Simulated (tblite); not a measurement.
# H9OPSi3: the cost of one run

Programs: PySCF 2.14.0 with density-fitted response routines of our own, and tblite 0.8.0. All values are computed, except where a source is named. Atoms count from 0 throughout.

## 1. The molecule as given

14 atoms, charge 0, multiplicity 1; geometry from: force field or distance geometry start.

Bonds of the start (Å): O1–Si2 1.69, P3–H10 1.44, P3–Si4 2.25, Si0–H5 1.53, Si0–H6 1.48, Si0–H7 1.46, Si0–O1 1.65, Si2–H8 1.50, Si2–H9 1.45, Si2–P3 2.19, Si4–H11 1.47, Si4–H12 1.49, Si4–H13 1.42.

## 2. GFN2-xTB relaxation, lowest of a short conformer search

The job: settings as JSON, then the geometry in Å.

```
{"job": {"xc": "GFN2-xTB", "basis": "xTB", "kind": "relax"}, "charge": 0, "multiplicity": 1}
Si    -2.356400     0.369100     0.570500
O     -1.338700    -0.914700     0.375100
Si    -0.434100    -0.971800    -1.048500
P      1.237400     0.445500    -1.063200
Si     2.372300     0.358100     0.873800
H     -3.735700    -0.031800     1.085000
H     -1.793700     1.299300     1.569800
H     -2.626600     1.112800    -0.658600
H     -1.415300    -0.594900    -2.113700
H     -0.056800    -2.344300    -1.334300
H      2.143100     0.199700    -2.154700
H      3.735600    -0.047800     0.510400
H      2.378000     1.711200     1.488400
H      1.888000    -0.592100     1.811400
```

Launch:

```console
OMP_NUM_THREADS=1 python ens_run.py task.json out
```

One launch serves the whole session.

Q: Estimate the wall time of this first job on 1 thread of Arm Neoverse N1, shared host.

About 2.1 s.
